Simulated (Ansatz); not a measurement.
This script makes a scan of the energy under strain of Al, space group Im-3m with Ansatz's Python interface.

`strain_al.py`:
```python
"""Energy of Al under shear strain, ions carried with the cell."""

import warnings

import ansatz
import numpy as np
from tabulate import tabulate

vectors0 = np.array([
    [-1.591219, 1.591219, 1.591219],
    [1.591219, -1.591219, 1.591219],
    [1.591219, 1.591219, -1.591219],
])
sites = [
    ("Al", (0.0, 0.0, 0.0)),
]


def make_crystal(cell):
    crystal = ansatz.Crystal(lattice=ansatz.Lattice.of(cell))
    for symbol, position in sites:
        crystal = crystal.atom(symbol, position)
    return crystal

warnings.simplefilter("ignore", ansatz.DeckWarning)

# clamped ions: the fractional positions stay as typed
values = np.linspace(-0.01, 0.01, 5)
energies = []
for d in values:
    strain = np.array([[0, d / 2, 0], [d / 2, 0, 0], [0, 0, 0]])
    cell = vectors0 @ (np.eye(3) + strain)
    model = (
        make_crystal(cell).calculation()
        .occupations("Fermi-Dirac", width=0.1)  # fractional filling near the Fermi level
        .functional("lda")
        .basis(520)  # plane waves up to this kinetic energy
        .kpoints(15, 15, 15)  # the mesh must be finer for metals
        .stress()  # positive in compression
    )
    report = model.run(threads=1, pin="off").report
    energies.append(report["free_energy_ev"] / len(sites))
    s = report["stress_gpa"]
    print(f"d = {d:+.4f}  stress xx yy zz xy (GPa, compression positive): {s[0][0]:8.3f} {s[1][1]:8.3f} {s[2][2]:8.3f} {s[0][1]:8.3f}")
energies = np.array(energies)

print(tabulate(zip(values, 1000 * (energies - energies.min())), headers=["strain", "dE (meV/atom)"], floatfmt=".3f"))
curvature = 2 * np.polyfit(values, energies, 3)[1]
volume = abs(np.linalg.det(vectors0)) / len(sites)
print(f"d2E/dd2 over the volume: {curvature / volume * 160.21766:.1f} GPa")
```

How much energy does this shear strain cost, and what curvature follows?

Against the unstrained cell the energy per atom changes by +0.19 meV at one end of the scan and +0.19 meV at the other, and its second derivative over the volume is 37.1 GPa.

The output:

```console
$ python strain_al.py
d = -0.0100  stress xx yy zz xy (GPa, compression positive):    0.447    0.447    0.391    0.372
d = -0.0050  stress xx yy zz xy (GPa, compression positive):    0.425    0.425    0.410    0.183
d = +0.0000  stress xx yy zz xy (GPa, compression positive):    0.417    0.417    0.417   -0.000
d = +0.0050  stress xx yy zz xy (GPa, compression positive):    0.425    0.425    0.410   -0.183
d = +0.0100  stress xx yy zz xy (GPa, compression positive):    0.447    0.447    0.391   -0.372
  strain    dE (meV/atom)
--------  ---------------
  -0.010            0.186
  -0.005            0.046
   0.000            0.000
   0.005            0.046
   0.010            0.186
d2E/dd2 over the volume: 37.1 GPa
```

Reading the output:
- The curvature belongs to this strain pattern and to the cell's stress; it equals a single elastic constant only for simple patterns.
- In a metal a curvature from energy changes of a few meV or less hangs on mesh and smearing, in size and even in sign.
- This isn't the structure that Al takes at ambient conditions.
- The ions keep their fractional positions (clamped ions).
- Timing: 14 s on 1 thread of Arm Neoverse V2 (shared host), peak memory 0.42 GiB.
